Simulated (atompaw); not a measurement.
**Niobium: generating and testing a PAW (atompaw) potential**

Do these settings give a usable potential? It is generated, then checked for scattering, ghosts and hardness.

The numbers are computed with atompaw 4.2.0.5 (LDA (PW92), scalar-relativistic, spin-unpolarised reference atom).

## Step 1: Settings

Typed settings, in words:

```
element                 : niobium (Nb, Z = 41)
type                    : PAW
frozen core             : [Ar] 3d10
valence charge          : 13
reference configuration : 4s2 4p6 4d4 5s0.75 5p0.25
partial waves           : 4s (bound): rc 1.55 bohr; 5s (bound): rc 2.50 bohr; 4p (bound): rc 1.90 bohr; 5p (bound): rc 2.50 bohr; 4d (bound): rc 2.50 bohr; 4d channel at 3 Ry: rc 2.10 bohr
local potential         : bessel scheme, radius 2.40 bohr
core correction         : smooth core density matched at 1.30 bohr
augmentation charge     : sinc compensation charge, radius 1.18 bohr; PAW radius 2.50 bohr; waves and projectors: custom polynom2 7 10 vanderbiltortho
```

An earlier all-electron run gives the scale for the radii.

All-electron outer shells of the reference configuration (LDA (PW92), scalar-relativistic, ld1.x):

```csv
shell,level (eV),outermost node (bohr),outermost maximum (bohr)
3p,-346.79,0.17,0.39
3d,-196.91,–,0.33
4s,-58.79,0.53,1.02
4p,-34.94,0.54,1.12
5s,-4.42,1.40,3.04
4d,-3.51,0.55,1.51
5p,-1.41,1.62,4.15
```

## Step 2: The generation run

Contents of Nb.input:

```
Nb 41
LDA-PW scalarrelativistic loggrid 1500 logderivrange -6 5 276
5 5 4 0 0 0
5 0 0.75
5 1 0.25
4 2 4
0 0 0
c
c
c
v
v
c
c
v
v
c
v
2
2.50 1.18 2.40 1.30
n
n
y
3
n
custom polynom2 7 10 vanderbiltortho sinc
bessel
1.55
2.50
1.90
2.50
2.50
2.10
PWSCFOUT
UPFDX 0.0125d0 UPFXMIN -7.d0 UPFZMESH 41.d0
END
```

Started as:

```
$ atompaw < Nb.input > Nb.log
```

Q: Predict the outcome of this session. Wanted: cutoffs for 10 and 1 mRy, occupied levels; bound ghosts; largest phase difference near zero energy, channels read; lowest eigenvalue of the overlap; share of valence orbitals outside the PAW sphere; UPF file.

The runs gave:

| quantity | value |
| --- | --- |
| cutoffs for 10 and 1 mRy, occupied levels | 30 Ry and 70 Ry |
| bound ghosts | none found |
| largest phase difference near zero energy, channels read | 0.019 rad |
| lowest eigenvalue of the overlap (Bessel basis) | 0.399 (s) |
| share of valence orbitals outside the PAW sphere | 4s 1 %, 5s 82 %, 4p 2 %, 5p 95 %, 4d 31 % |
| UPF file | written |

What this shows: By its cutoff, 30 Ry for the looser tolerance, it is soft on the atom at that tolerance. The slowest occupied level is 4d: taken alone it needs 35 Ry to come within 1 mRy, against 21 Ry for 4p. It is free of bound ghosts as far as tested. Near zero energy the phases of the channels with partial waves agree within 0.019 rad. These are tests on the free atom; a crystal test is still owed.
